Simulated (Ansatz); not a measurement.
# Tl6Ir: the cost of one run

Computed with Ansatz 0.2.0 (DFT PBE, scalar-relativistic, plane waves, PAW, unless a step's input says otherwise).

1 further run of the same task is left out (it didn't finish).

## (1) The system as given

The structure is cubic, space group Fm-3m (No. 225). Conventional cell: a = 9.867 Å, b = 9.867 Å, c = 9.867 Å, α = 90.00°, β = 90.00°, γ = 90.00°. Tl (site symmetry 4mm) has 1 Ir at 2.39 Å in its first shell of neighbours. Ir (site symmetry m-3m) has 6 Tl at 2.39 Å in its first shell of neighbours.

As a file:

```
Tl Ir
1.0
     0.00000    4.93334    4.93334
     4.93334    0.00000    4.93334
     4.93334    4.93334    0.00000
Tl Ir
6 1
Direct
  0.24252 0.75748 0.75748
  0.75748 0.24252 0.24252
  0.75748 0.24252 0.75748
  0.24252 0.75748 0.24252
  0.75748 0.75748 0.24252
  0.24252 0.24252 0.75748
  0.00000 0.00000 0.00000
```

A structure generator made this guess: random cell by space group and Wyckoff sites (Fm-3m, No. 225). Lengths come from tabulated atomic sizes and are only a guess.

## (2) The guess as it stands, on a coarse mesh

Input file input.yaml:

```yaml
crystal:
  lattice:
    - [0.0, 4.93334386, 4.93334386]
    - [4.93334386, 0.0, 4.93334386]
    - [4.93334386, 4.93334386, 0.0]
  atoms:
    - { symbol: Tl, position: [0.24251986, 0.75748014, 0.75748014] }
    - { symbol: Tl, position: [0.75748014, 0.24251986, 0.24251986] }
    - { symbol: Tl, position: [0.75748014, 0.24251986, 0.75748014] }
    - { symbol: Tl, position: [0.24251986, 0.75748014, 0.24251986] }
    - { symbol: Tl, position: [0.75748014, 0.75748014, 0.24251986] }
    - { symbol: Tl, position: [0.24251986, 0.24251986, 0.75748014] }
    - { symbol: Ir, position: [0.0, 0.0, 0.0] }
basis:
  ecutwfc: 420
kpoints:
  mp_grid: { grid: [4, 4, 4] }
hamiltonian:
  xc: pbe
scf:
  occupations: { method: gaussian, width: 0.1 }
  lower_state_search: "off"
output:
  forces: true
  stress: true
  eigenvalues: true
```

Started as:

```bash
$ ansatz run input.yaml --threads 1 --pin off --max-ram 2560MiB --backend cpu --events-out ev --progress --plain --runs-dir out
```

**Question.** How long does this run take on 1 thread of Intel Xeon 6975P-C (Granite Rapids), shared host, and how much memory does it need?

About 3.8 s, with a peak of 0.53 GiB.
